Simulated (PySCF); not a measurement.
# C8H7N: reorganisation energies

What do calculations give for the reorganisation energies of C8H7N (`c1ccc2c[nH]cc2c1`)?

Programs: PySCF 2.14.0, with routines of our own; each step states its level. All values are computed. Atoms count from 0.

## 1. The starting structure

16 atoms, charge 0, multiplicity 1; geometry from: GFN2-xTB.

## 2. Optimising the geometry at BHandHLYP/def2-SV(P)

Job settings and geometry (Å):

```
{"job": {"xc": "BHandHLYP", "basis": "def2-SV(P)", "grid": 1, "kind": "geom"}, "charge": 0, "multiplicity": 1}
C     -2.136638    -0.486197    -0.041400
C     -1.988712     0.899685     0.199990
C     -0.758929     1.482743     0.278749
C      0.383716     0.674445     0.111415
C      1.744953     0.932519     0.128907
N      2.387224    -0.237967    -0.094788
C      1.510965    -1.256762    -0.258431
C      0.233124    -0.734969    -0.137173
C     -1.056058    -1.300467    -0.208256
H     -3.135572    -0.896086    -0.091545
H     -2.880023     1.498574     0.323763
H     -0.647606     2.541176     0.465278
H      2.278220     1.848853     0.283638
H      3.389458    -0.337907    -0.135053
H      1.838842    -2.259468    -0.445581
H     -1.170562    -2.359228    -0.390925
```

Run with:

```bash
OMP_NUM_THREADS=1 python excited_run.py task.json out
```

The driver reads the jobs from task.json and runs them one after another.

Standard output:

```text
step   0  E = -363.29617546  max force = 0.008421
step   1  E = -363.29685908  max force = 0.000972
step   2  E = -363.29681001  max force = 0.004894
step   3  E = -363.29685840  max force = 0.002101
step   4  E = -363.29686709  max force = 0.000408
optimisation converged
```

It took 45 s on 1 thread of Arm Neoverse V1, shared host; peak memory 0.58 GiB.

Along the way: (the energy doesn't fall at every step)

| step | energy from step 0 (eV) | largest force component (eV/Å) |
| --- | --- | --- |
| 0 | 0.0000 | 0.4330 |
| 1 | -0.0186 | 0.0500 |
| 2 | -0.0173 | 0.2517 |
| 3 | -0.0186 | 0.1080 |
| 4 | -0.0188 | 0.0210 |

Close pairs (by a distance rule), those that changed most:

| bond | before (Å) | after (Å) | change (Å) |
| --- | --- | --- | --- |
| C0–C1 | 1.415 | 1.430 | +0.015 |
| C7–C8 | 1.410 | 1.422 | +0.012 |
| C2–C3 | 1.410 | 1.422 | +0.012 |
| C6–H14 | 1.071 | 1.080 | +0.009 |
| C4–H12 | 1.071 | 1.080 | +0.009 |
| C8–H15 | 1.080 | 1.086 | +0.005 |
| C2–H11 | 1.080 | 1.086 | +0.005 |
| C0–H9 | 1.081 | 1.086 | +0.005 |

The next job starts from the end point, and lists it.

| at the end point | value |
| --- | --- |
| point group (found at 0.08 Å tolerance) | C2v |
| rotational constants (GHz, main isotopes) | 3.934, 1.619, 1.147 |
| dipole moment (D) | 2.80 |

## 3. Relaxation after adding or removing an electron (C₈H₇N+ (doublet)): UKS BHandHLYP/def2-SV(P)

Job settings and geometry (Å):

```
{"job": {"kind": "ionopt", "ions": [1], "xc": "BHandHLYP", "basis": "def2-SV(P)", "grid": 1}, "charge": 1, "multiplicity": 2}
C     -2.113336    -0.508558    -0.003263
C     -1.967143     0.892524     0.241871
C     -0.739066     1.475627     0.319093
C      0.416836     0.664526     0.151166
C      1.776759     0.931384     0.171150
N      2.418511    -0.243543    -0.049888
C      1.546991    -1.270545    -0.214208
C      0.269631    -0.745733    -0.095544
C     -1.030451    -1.317139    -0.169743
H     -3.113969    -0.927088    -0.056229
H     -2.861127     1.496015     0.367736
H     -0.639582     2.540830     0.505419
H      2.320519     1.851988     0.323237
H      3.416945    -0.341338    -0.086888
H      1.889450    -2.277858    -0.399678
H     -1.152966    -2.380020    -0.355644
```

With the program's defaults for keys left out, this is: UKS BHandHLYP/def2-SV(P) geometry optimisation of the ion from the geometry of its parent, gas phase.

Standard output:

```text
step       E/Eh        max force   <S^2>
  0    -363.03671070   0.065346   0.7840
  1    -363.04324064   0.022182   0.7870
  2    -363.04632140   0.012346   0.7871
  3    -363.04482045   0.025498   0.7864
  4    -363.04730618   0.010083   0.7864
  5    -363.04589459   0.021725   0.7867
  6    -363.04774038   0.004238   0.7867
  7    -363.04766325   0.004998   0.7863
  8    -363.04789787   0.002245   0.7865
  9    -363.04789256   0.002298   0.7866
 10    -363.04792881   0.000096   0.7865
 11    -363.04792895   0.000063   0.7865
optimisation converged
```

It took 3.3 min on 1 thread of Arm Neoverse V1, shared host; peak memory 0.65 GiB.

From this job:

| quantity | value |
| --- | --- |
| geometry moved (RMSD) | 0.014 Å |
| ⟨S²⟩ | 0.786 |

Bonds of the start that changed most:

| bond | start (Å) | end (Å) |
| --- | --- | --- |
| C0–C1 | 1.430 | 1.396 |
| C1–C2 | 1.362 | 1.394 |
| C8–C0 | 1.362 | 1.394 |
| C7–C8 | 1.422 | 1.394 |
| C2–C3 | 1.422 | 1.394 |
| C3–C4 | 1.386 | 1.411 |

Mulliken spin populations:

C0 0.02; C1 0.02; C2 0.21; C3 -0.13; C4 0.51; N5 -0.15; C6 0.51; C7 -0.13; C8 0.21; H9 0.00; H10 0.00; H11 -0.01; H12 -0.03; H13 0.01; H14 -0.03; H15 -0.01

## 4. Reorganisation energies: UKS BHandHLYP/def2-SV(P)

Settings changed since step 3:

```diff
@@ -1,2 +1,2 @@
-{"job": {"kind": "ionopt", "ions": [1], "xc": "BHandHLYP", "basis": "def2-SV(P)", "grid": 1}, "charge": 1, "multiplicity": 2}
+{"job": {"kind": "reorg", "ions": [1, -1], "xc": "BHandHLYP", "basis": "def2-SV(P)", "grid": 1}, "charge": 0, "multiplicity": 1}
 C     -2.113336    -0.508558    -0.003263
```

With the program's defaults for keys left out, this is: UKS BHandHLYP/def2-SV(P) four-point reorganisation energy, gas phase.

Standard output:

```text
final grid: 63864 points
cycle   1  E = -363.2443389473  dE =  2.262e+00  |g| = 3.848e-01  |ddm| = 5.059e+00
cycle   2  E = -363.2641167196  dE = -1.978e-02  |g| = 3.495e-01  |ddm| = 1.260e+00
cycle   3  E = -363.2948159948  dE = -3.070e-02  |g| = 8.952e-02  |ddm| = 5.383e-01
cycle   4  E = -363.2966685953  dE = -1.853e-03  |g| = 2.820e-02  |ddm| = 1.181e-01
cycle   5  E = -363.2968609782  dE = -1.924e-04  |g| = 4.109e-03  |ddm| = 3.744e-02
cycle   6  E = -363.2968658285  dE = -4.850e-06  |g| = 1.954e-03  |ddm| = 6.613e-03
cycle   7  E = -363.2968669255  dE = -1.097e-06  |g| = 4.761e-04  |ddm| = 2.516e-03
cycle   8  E = -363.2968670519  dE = -1.264e-07  |g| = 2.721e-04  |ddm| = 1.121e-03
cycle   9  E = -363.2968670861  dE = -3.426e-08  |g| = 8.444e-05  |ddm| = 5.631e-04
cycle  10  E = -363.2968670905  dE = -4.393e-09  |g| = 1.208e-05  |ddm| = 2.168e-04
cycle  11  E = -363.2968670907  dE = -1.706e-10  |g| = 6.956e-06  |ddm| = 4.731e-05
converged SCF energy = -363.2968670907

hole transfer: vertical 6.8895 eV, relaxation of the ion converged
  adiabatic 6.7740 eV, lambda(ion) 0.1156, lambda(parent) 0.1093, total 0.2249 eV

electron transfer: vertical -1.4711 eV, relaxation of the ion skipped
```

Run time: 22 s. Hardware: 1 thread of Arm Neoverse V1, shared host; peak memory 0.65 GiB.

## 5. Outcome

| quantity | value |
| --- | --- |
| point group | C2v |
| rotational constants (main isotopes) | 3.93, 1.62, 1.15 GHz |
| geometry moved (RMSD) (step 3, UKS BHandHLYP/def2-SV(P)) | 0.014 Å |
| hole reorganisation energy (step 4, UKS BHandHLYP/def2-SV(P)) | 0.2249 eV |

**Reading.** Relaxing lowered the energy by 0.019 eV in 4 steps; the close pair that moved most is C0–C1, from 1.415 to 1.430 Å. No frequency check was run at this level, so the end point may be a saddle. In step 3 (relaxation after adding or removing an electron), among the bonds C0–C1 changes most, from 1.430 to 1.396 Å.
